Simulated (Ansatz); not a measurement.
# Ag (Silver): the cost of one run

Computed with the Python package of Ansatz 0.2.0. The levels of theory stand in the script.

## Step 1: The structure

The structure is cubic, space group Fm-3m (No. 225). The conventional cell has a = 4.085 Å, b = 4.085 Å, c = 4.085 Å, α = 90.00°, β = 90.00°, γ = 90.00°. Ag (site symmetry m-3m) is surrounded by 12 Ag at 2.89 Å.

The script holds or builds the structure itself.

## Step 2: The code

Contents of ag.py:

```python
"""How the lattice of Ag depends on the functional."""

import logging
import sys
import warnings

import ansatz as az
import numpy as np

logging.basicConfig(stream=sys.stdout, format="[%(levelname)s] %(message)s")
logger = logging.getLogger("ag")
logger.setLevel(logging.INFO)

config = {
    "width_ev": 0.1,
    "mesh": (13, 13, 13),
    "fmax": 0.005,
}

def edges_and_angles(cell):
    cell = np.asarray(cell)
    a, b, c = np.linalg.norm(cell, axis=1)
    cosines = cell[1] @ cell[2] / (b * c), cell[0] @ cell[2] / (a * c), cell[0] @ cell[1] / (a * b)
    return (a, b, c, *np.degrees(np.arccos(cosines)))

warnings.simplefilter("ignore", az.DeckWarning)

crystal = (
    az.Lattice.of([0.0, 2.04275, 2.04275], [2.04275, 0.0, 2.04275], [2.04275, 2.04275, 0.0])
    .atom("Ag", [0.0, 0.0, 0.0])
)

calc = (
    crystal.calculation()
    .occupations(az.OccupationsMethod.FERMI_DIRAC, width=config["width_ev"])
    .kpoints(*config["mesh"])
    .relax(cell=True, force_tolerance=config["fmax"])
)

levels = [("r2scan", "d4"), ("revpbe", "d3bj"), ("r2scan", "none")]
logger.info("level            a       b       c    alpha   beta  gamma  V/atom  steps")
for name, dispersion in levels:
    seen = []
    run = calc.functional(name, dispersion=dispersion).session().plan()
    res = run.execute(on_event=lambda e: seen.append(e) if e["event"] == "relax_step" else None)
    cell = res.lattice.cell_ang
    label = name if dispersion == "none" else f"{name}+{dispersion}"
    print("{:13s} {:7.4f} {:7.4f} {:7.4f} {:6.2f} {:6.2f} {:6.2f}".format(label, *edges_and_angles(cell)), f"{abs(np.linalg.det(cell)) / len(res.lattice.sites):7.3f} {len(seen):5d}")
```

## Step 3: Launch

The run is started by

```
$ python ag.py
```

Q: Estimate wall time and peak memory on 1 thread of Arm Neoverse V2, shared host.

About 20 s, with a peak of 0.45 GiB.
